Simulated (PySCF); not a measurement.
# C4H11NSi: electronic excitations

Wanted: the electronic excitations of C4H11NSi (`CN(C)[SiH]1CC1`), by calculation.

Programs: PySCF 2.14.0, with density-fitted response routines of our own. Each step states its level of theory. These are calculated values for one molecule in the gas phase, unless marked as measured. Atoms are numbered from 0 throughout.

**1. The starting structure**

17 atoms, charge 0, multiplicity 1; geometry from: GFN2-xTB.

Bonds of the start (Å): C0–N1 1.44, N1–C2 1.44, N1–Si3 1.72, Si3–C4 1.88, C4–C5 1.54, C5–Si3 1.88, C0–H6 1.10, C0–H7 1.09, C0–H8 1.09, C2–H9 1.09, C2–H10 1.09, C2–H11 1.10, Si3–H12 1.46, C4–H13 1.08, C4–H14 1.08, C5–H15 1.08, C5–H16 1.08.

**2. Excited states and response: B3LYP/def2-SVPD**

Job settings and geometry (Å):

```
{"job": {"kind": "uv", "xc": "B3LYP", "basis": "def2-SVPD", "nstates": 8, "ntriplets": 3}, "charge": 0, "multiplicity": 1}
C     -1.588982    -1.279853    -0.067667
N     -0.844363    -0.043817    -0.044007
C     -1.704974     1.113258    -0.105194
Si     0.676668     0.040703     0.748070
C      2.049606     0.873388    -0.222365
C      2.136508    -0.664348    -0.197008
H     -2.247827    -1.381013     0.804256
H     -0.899888    -2.120154    -0.082021
H     -2.210882    -1.315836    -0.966361
H     -2.323902     1.063128    -1.005400
H     -1.101180     2.016030    -0.143302
H     -2.373656     1.175251     0.762628
H      0.743288     0.057461     2.205836
H      2.841221     1.391763     0.297894
H      1.858446     1.313334    -1.190423
H      2.005544    -1.155934    -1.149975
H      2.977374    -1.071332     0.345128
```

Method: TDDFT B3LYP/def2-SVPD, vertical, gas phase, core orbitals frozen in the response.

Launch:

```
$ OMP_NUM_THREADS=1 python probes_run.py task.json out
```

The driver reads the jobs from task.json and runs them one after another.

What it wrote:

```text
coarse grid: 13856 points
cycle   1  E = -502.8899632950  dE =  5.180e-01  |g| = 5.415e-01  |ddm| = 6.175e+00
cycle   2  E = -502.7862509267  dE =  1.037e-01  |g| = 8.144e-01  |ddm| = 1.735e+00
cycle   3  E = -502.9704256563  dE = -1.842e-01  |g| = 6.144e-02  |ddm| = 1.034e+00
cycle   4  E = -502.9712975025  dE = -8.718e-04  |g| = 2.725e-02  |ddm| = 1.253e-01
cycle   5  E = -502.9714704518  dE = -1.729e-04  |g| = 5.873e-03  |ddm| = 4.037e-02
cycle   6  E = -502.9714786807  dE = -8.229e-06  |g| = 1.053e-03  |ddm| = 1.227e-02
final grid: 126848 points
cycle   7  E = -503.0460378650  dE = -4.274e-05  |g| = 5.787e-03  |ddm| = 1.350e-01
cycle   8  E = -503.0460310817  dE =  6.783e-06  |g| = 7.606e-03  |ddm| = 1.786e-02
cycle   9  E = -503.0460466159  dE = -1.553e-05  |g| = 7.233e-04  |ddm| = 9.780e-03
cycle  10  E = -503.0460467623  dE = -1.464e-07  |g| = 1.547e-04  |ddm| = 1.126e-03
cycle  11  E = -503.0460467681  dE = -5.761e-09  |g| = 4.289e-05  |ddm| = 3.005e-04
cycle  12  E = -503.0460467685  dE = -3.818e-10  |g| = 2.006e-05  |ddm| = 8.260e-05
converged SCF energy = -503.0460467685

Static polarisability (au): isotropic 84.709, principal 75.312 78.905 99.909

Singlet excitations
state   eV       nm        f      main configurations
  1   5.6171    220.7   0.00020   H->L 0.98
  2   5.6538    219.3   0.02212   H->L+1 0.97
  3   6.0005    206.6   0.01535   H-1->L+1 0.94
  4   6.1841    200.5   0.12857   H-1->L 0.84, H->L+3 0.10
  5   6.2934    197.0   0.00451   H-1->L+2 0.97
  6   6.3664    194.7   0.04080   H->L+2 0.70, H->L+3 0.16, H->L+4 0.10
  7   6.5354    189.7   0.10654   H->L+3 0.69, H->L+2 0.18, H-1->L 0.08
  8   6.6250    187.1   0.00317   H-1->L+3 0.92

Triplet excitations (Tamm-Dancoff, eV): 5.0476 5.4739 5.4869
```

It took 58 s on 1 thread of Arm Neoverse N1, shared host; peak memory 0.86 GiB.

Frontier orbitals and where they lie:

```
orbital     eV                       atoms
 HOMO−3  -9.62  C5 27 %, C4 27 %, H14 11 %
 HOMO−2  -8.06  C4 32 %, C5 32 %, Si3 12 %
 HOMO−1  -6.39  Si3 28 %, C4 26 %, C5 25 %
   HOMO  -6.25     N1 54 %, C0 8 %, C2 8 %
   LUMO   0.38  Si3 28 %, H12 12 %, C5 9 %
 LUMO+1   0.40  C2 19 %, C0 17 %, Si3 16 %
 LUMO+2   0.93  Si3 17 %, C5 15 %, C4 15 %
```

With each of the 8 states as a Gaussian band of 0.4 eV half-width at 1/e, the curve within the window shown has maxima at 196 nm (ε 10,000) L/(mol cm). Beyond the last state computed it falls off for lack of states. The curve at chosen wavelengths:

(nm, ε (L/mol/cm)): (179, 2165), (182, 3760), (184, 5013), (187, 6945), (190, 8623), (193, 9741), (195, 10087), (198, 9985), (201, 9230), (203, 8463), (206, 7097), (209, 5684), (212, 4398), (214, 3661), (217, 2751), (220, 2058), (223, 1536), (225, 1261), (228, 930), (231, 675), (233, 538), (236, 374), (239, 252), (242, 165), (244, 122), (247, 76)

Ground-state properties from the same run:

```csv
property,computed
dipole moment (D),1.07
polarisability (Å³),12.55
HOMO–LUMO gap (eV),6.63
−ε(HOMO) (eV),6.25
```

**3. Summary of results**

| quantity | value |
| --- | --- |
| lowest singlet (B3LYP/def2-SVPD) | 5.62 eV (221 nm), f = 0.000 |
| brightest single state of those computed | state 4, 6.18 eV, f = 0.129 |
| lowest triplet | 5.05 eV |

In words: The first singlet state (HOMO→LUMO 0.98) lies at 5.62 eV and is dark; of the 8 states computed, the strongest absorption comes from state 4 at 6.18 eV. The lowest triplet lies 0.57 eV below the lowest singlet (triplets in Tamm-Dancoff, singlets in full TDDFT).
